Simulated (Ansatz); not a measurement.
# F (diamond type): how the settings move a single-point run

How sensitive is a single-point run of F (diamond type) to its settings? A reference run comes first, then one run with altered input.

Program: Ansatz 0.2.0. Level of theory: reference: DFT, LDA, PAW with Ansatz's default frozen-core files, scalar-relativistic. These are calculated values, not measurements.

**1. The system as given**

The structure is cubic, space group Fd-3m (No. 227). The conventional cell has a = 4.141 Å, b = 4.141 Å, c = 4.141 Å, α = 90.00°, β = 90.00°, γ = 90.00°. Around F (site symmetry -43m) lie 4 F at 1.79 Å.

Structure file:

```
CELL_PARAMETERS angstrom
0.00000 2.07053 2.07053
2.07053 0.00000 2.07053
2.07053 2.07053 0.00000
ATOMIC_POSITIONS crystal
F 0.87500 0.87500 0.87500
F 0.12500 0.12500 0.12500
```

**2. The reference run**

File input.yaml:

```yaml
crystal:
  lattice:
    - [0.0, 2.0705327855, 2.0705327855]
    - [2.0705327855, 0.0, 2.0705327855]
    - [2.0705327855, 2.0705327855, 0.0]
  atoms:
    - { symbol: F, position: [-0.125, -0.125, -0.125] }
    - { symbol: F, position: [0.125, 0.125, 0.125] }
kpoints:
  mp_grid: { grid: [14, 14, 14] }
scf:
  occupations: { method: fermi_dirac, width: 0.1 }
hamiltonian:
  xc: lda
  pseudopotentials: { kind: paw }
output:
  forces: true
  stress: true
  eigenvalues: true
  populations: true
```

Run with:

```sh
> ansatz run input.yaml --threads 1 --pin off --max-ram 2048MiB --backend cpu --events-out ev --progress --plain --runs-dir out
```

**3. Variant: occupations.method tetrahedron_uncorrected, ecutrho_ratio 9, ecutwfc 450 eV, width left out**

input.yaml: that of step 2 with these lines changed.

```diff
@@ -11,3 +11,3 @@
 scf:
-  occupations: { method: fermi_dirac, width: 0.1 }
+  occupations: { method: tetrahedron_uncorrected }
 hamiltonian:
@@ -20 +20,4 @@
   populations: true
+basis:
+  ecutrho_ratio: 9
+  ecutwfc: "450 eV"
```

What does the calculation give? Wanted: for each run, ending; energy change; pressure; gap; force.

As calculated:

| run | ending | energy change | pressure (GPa) | gap (eV) | force (eV/Å) | cycles | time |
| --- | --- | --- | --- | --- | --- | --- | --- |
| reference | converged | 0 | 51.9 | 0.00 | 0.00 | 6 | 1.2 s |
| 1: occupations.method tetrahedron_uncorrected, ecutrho_ratio 9, ecutwfc 450 eV, width left out | converged | +0.2 meV/atom (σ→0) | 51.5 | 0.00 | 0.00 | 6 | 1.1 s |

Residual by cycle in the longest SCF loop of each run; runs are numbered as in the table. The quantity is the density residual dr2, in eV.

```csv
cycle,reference,run 1
1,0.0352,0.0349
2,0.00114,4.7e-4
3,1.6e-4,9.8e-5
4,2.5e-5,3.4e-8
5,1.3e-6,7.7e-10
6,1.6e-8,8.6e-12
```

What this shows: Changing the smearing and cutoff moves the energy by +0.2 meV/atom (σ→0 values), and the pressure goes from 51.9 to 51.5 GPa. More than one kind of setting changed, and this run alone doesn't tell their shares apart. The structure is not at rest: the sound run finds 52 GPa, so these are no properties of the relaxed crystal. 
